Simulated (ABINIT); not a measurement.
A run of ABINIT 10.8.3 (patched build):

run.abi

```
# Datasets: ground state, then fixed potential
ndtset 2

# Pseudopotentials
pp_dirpath "./"
pseudos "B.GGA_PBE-JTH.xml, Pt.GGA_PBE-JTH.xml"

# Structure
acell 4.04083402 4.0408340167 3.45787693 Angstrom
rprim
     1.0000000000     0.0000000000     0.0000000000
    -0.5000000004     0.8660254035     0.0000000000
     0.0000000000     0.0000000000     1.0000000000
ntypat 2
znucl 5 78
natom 6
typat 1 1 1 1 1 2
xred
     0.3333333300     0.6666666700     0.0000000000
     0.6666666700     0.3333333300     0.0000000000
     0.5000000000     0.0000000000     0.5000000000
     0.5000000000     0.5000000000     0.5000000000
     0.0000000000     0.5000000000     0.5000000000
     0.0000000000     0.0000000000     0.0000000000
chkprim 0
chksymtnons 0
tolsym 1.0e-6

# Plane-wave basis
ecut 544.227725 eV
pawecutdg 40.0

# Exchange and correlation
ixc 11

# Bands and occupations
occopt 3
tsmear 0.05 eV

# SCF cycle
nstep 100

# Output
iomode 3
prtwf 0
prteig 0
prtebands 0
enunit 1
prtden1 1
prtvha1 1
prtvclmb1 1
prtpot1 1

# Dataset 1
kptopt1 1
ngkpt1 7 7 8
nshiftk1 1
shiftk1 0.0 0.0 0.0
nband1 17
tolvrs1 1.0e-9

# Dataset 2: density of states
iscf2 -3
getden2 1
nband2 19
nbdbuf2 2
tolwfr2 1.0e-10
kptopt2 1
ngkpt2 10 10 11
nshiftk2 1
shiftk2 0.0 0.0 0.0
prtdos2 3
dosdeltae2 0.02 eV
natsph 6
iatsph 1 2 3 4 5 6
```

Potentials or basis: JTH PAW PBE v2.0.

The run is started by

```bash
$ abinit run.abi > log 2>&1
```

Hardware: 1 thread of Arm Neoverse V2, with other jobs on the host.

Question: Estimate the wall time of this run.

Answer: Run time: 5 min on 1 thread of Arm Neoverse V2 (shared host), peak memory 0.21 GiB. Counts: scf iterations 23, k points 40, bands 17, plane waves 1429.
